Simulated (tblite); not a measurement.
# C5H11Si2: the cost of one run

Computed with tblite 0.8.0 and PySCF 2.14.0, with density-fitted response routines of our own, on a single molecule in the gas phase. Atoms count from 0, in the outputs and in this text.

### Step 1. Starting geometry

18 atoms, charge 0, multiplicity 2; geometry from: force field or distance geometry start.

Bonds of the start (Å): C0–C1 1.33, C1–C2 1.53, C1–C3 1.46, C3–Si4 1.89, C3–C5 1.34, C5–Si6 1.84, C0–H7 1.08, C0–H8 1.09, C2–H9 1.10, C2–H10 1.09, C2–H11 1.09, Si4–H12 1.49, Si4–H13 1.49, C5–H14 1.10, Si6–H15 1.48, Si6–H16 1.48, Si6–H17 1.49.

### Step 2. Relaxing the molecule with GFN2-xTB

The job: settings as JSON, then the geometry in Å.

```
{"job": {"kind": "relax", "xc": "GFN2-xTB", "basis": "xTB"}, "charge": 0, "multiplicity": 2}
C     -1.563700    -1.302900     0.177900
C     -0.382200    -0.793500     0.522400
C      0.775500    -1.687900     0.955900
C     -0.120000     0.646300     0.464100
Si    -0.223300     1.518900     2.138700
C      0.144300     1.316300    -0.665900
Si     0.309300     0.710100    -2.391500
H     -1.760100    -2.363200     0.202900
H     -2.382300    -0.662600    -0.144500
H      0.505800    -2.746800     0.866500
H      1.039900    -1.503800     1.994400
H      1.642100    -1.509400     0.326200
H     -0.445000     2.975800     1.916800
H      1.069100     1.347600     2.851100
H      0.315100     2.398300    -0.622500
H     -1.018000     0.291200    -2.903600
H      0.825800     1.808600    -3.239400
H      1.258800    -0.436600    -2.460900
```

On the command line:

```sh
OMP_NUM_THREADS=1 python probes_run.py task.json out
```

This one command runs all jobs of the session in turn.

**Question.** How long does this first job take on 1 thread of Arm Neoverse V1, shared host, and how much memory does it need?

About 1 s, with a peak of 0.18 GiB.
